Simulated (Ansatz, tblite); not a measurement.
**The cluster Cd4S5: one state, many levels**

An exercise on one series of results from a longer session: the logs are not shown, and one member is left open.

Computed with Ansatz 0.2.0, Gaussian basis. Level: as each input shows.

The runs, in order: GFN1-xTB, GFN2-xTB, PBE-D4/def2-TZVP, r2SCAN-D4/def2-TZVP, B2PLYP/def2-TZVP, revPBE-D4/def2-TZVP, BHLYP-D4/def2-TZVP, PBE-D4/def2-SVP, PBE0-D4/def2-SVP, MP2/def2-SVP, RPA/def2-SVP.

2 further runs of the same task are left out: 2 set aside as unsound or not needed. Runs told in other sessions of the task aren't counted.

### The relaxed structure

The geometry is that of the singlet, from an earlier relaxation (PBE-D4/def2-SVP). At that level it is the lowest of the isomers that a small search found.

9 atoms, charge 0, spin multiplicity 1.

Bond lengths: Cd1–S6 2.489 Å, Cd1–S7 2.601 Å, Cd1–S9 2.602 Å, Cd2–S7 2.584 Å, Cd2–S8 2.589 Å, Cd2–S9 2.584 Å, Cd3–S5 2.622 Å, Cd3–S8 2.594 Å, Cd3–S9 2.544 Å, Cd4–S5 2.622 Å, Cd4–S7 2.544 Å, Cd4–S8 2.594 Å, S5–S6 2.126 Å. Angles: S6–Cd1–S7 117.1°, S6–Cd1–S9 117.1°, S7–Cd1–S9 101.1°, S7–Cd2–S8 103.4°, S7–Cd2–S9 102.0°, S8–Cd2–S9 103.4°, S5–Cd3–S8 98.5°, S5–Cd3–S9 114.8°, S8–Cd3–S9 104.4°, S5–Cd4–S7 114.8°, S5–Cd4–S8 98.5°, S7–Cd4–S8 104.4°, Cd3–S5–Cd4 74.4°, Cd3–S5–S6 105.9°, Cd4–S5–S6 105.9°, Cd1–S6–S5 91.7°, Cd1–S7–Cd2 77.8°, Cd1–S7–Cd4 81.6° and more.

Geometry (Å):

```
Cd   -0.4388    0.7369   -1.7364
Cd   -1.6874    0.8527    1.2674
Cd   -0.3456   -1.8352    0.4276
Cd    1.4224    0.7177    1.0642
S     1.9868   -1.2259   -0.6027
S     1.5852   -0.4634   -2.5459
S    -0.0923    2.5291    0.1171
S    -0.0969   -0.6055    2.6979
S    -2.3333   -0.7064   -0.6892
```

Cd takes a core potential in the def2 sets. No spin-orbit coupling is included.

PBE0-D4/def2-TZVP was run before; its log isn't repeated, and its numbers join the tables.

The first run:

Tight binding, by tblite at 300 K electronic temperature and without a spin-polarisation term:

```python
tblite.interface.Calculator('GFN1-xTB', numbers, positions, charge=0, uhf=0).singlepoint()
```

Tight binding, by tblite at 300 K electronic temperature and without a spin-polarisation term:

```python
tblite.interface.Calculator('GFN2-xTB', numbers, positions, charge=0, uhf=0).singlepoint()
```

start.molden holds the orbitals of an earlier run on this state, given as this run's starting guess.

File in.yaml:

```yaml
crystal:
  periodic: [false, false, false]
  atoms:
    - {symbol: Cd, position_ang: [-0.438793, 0.736929, -1.736390]}
    - {symbol: Cd, position_ang: [-1.687425, 0.852665, 1.267400]}
    - {symbol: Cd, position_ang: [-0.345608, -1.835186, 0.427611]}
    - {symbol: Cd, position_ang: [1.422379, 0.717726, 1.064152]}
    - {symbol: S, position_ang: [1.986771, -1.225894, -0.602664]}
    - {symbol: S, position_ang: [1.585249, -0.463361, -2.545936]}
    - {symbol: S, position_ang: [-0.092333, 2.529074, 0.117133]}
    - {symbol: S, position_ang: [-0.096943, -0.605543, 2.697906]}
    - {symbol: S, position_ang: [-2.333306, -0.706410, -0.689211]}
basis:
  gaussian: {orbitals: def2-TZVP, initial_orbitals: start.molden}
hamiltonian: {xc: pbe, dispersion: d4}
scf: {omitted_lower_state_checks: [starts]}
output: {forces: true, orbitals: {seedname: orbitals}}
```

Command:

```console
$ ansatz run in.yaml --threads 4 --pin off --events-out ev --progress --plain --max-ram 4787MiB
```

Among the steps run: PBE-D4/def2-TZVP; r2SCAN-D4/def2-TZVP; B2PLYP/def2-TZVP; revPBE-D4/def2-TZVP; BHLYP-D4/def2-TZVP; PBE-D4/def2-SVP; PBE0-D4/def2-SVP; MP2/def2-SVP; RPA/def2-SVP.

One table of the session follows, with a row left open; its other results are not shown here.

It belongs to the step «Binding energy». 

| level | binding an atom (eV) |
| --- | --- |
| HF/def2-SVP | 1.108 |
| PBE-D4/def2-SVP | 2.147 |
| PBE-D4/def2-TZVP | 2.119 |
| revPBE-D4/def2-TZVP | ? |
| r2SCAN-D4/def2-TZVP | 2.123 |
| PBE0-D4/def2-SVP | 2.099 |
| PBE0-D4/def2-TZVP | 2.085 |
| BHLYP-D4/def2-TZVP | 1.873 |
| B2PLYP/def2-TZVP | 1.849 |
| RPA/def2-SVP | 1.645 |
| MP2/def2-SVP | 1.884 |

**Question.** Estimate the row for revPBE-D4/def2-TZVP.

As computed: binding an atom (eV): 2.020. In the column «binding an atom (eV)» it lies between MP2/def2-SVP (1.884) and PBE0-D4/def2-TZVP (2.085).

Caveats from the session: Free atoms were run apart at each level; binding is atoms less cluster, divided by the number of atoms, without zero-point or spin-orbit terms.
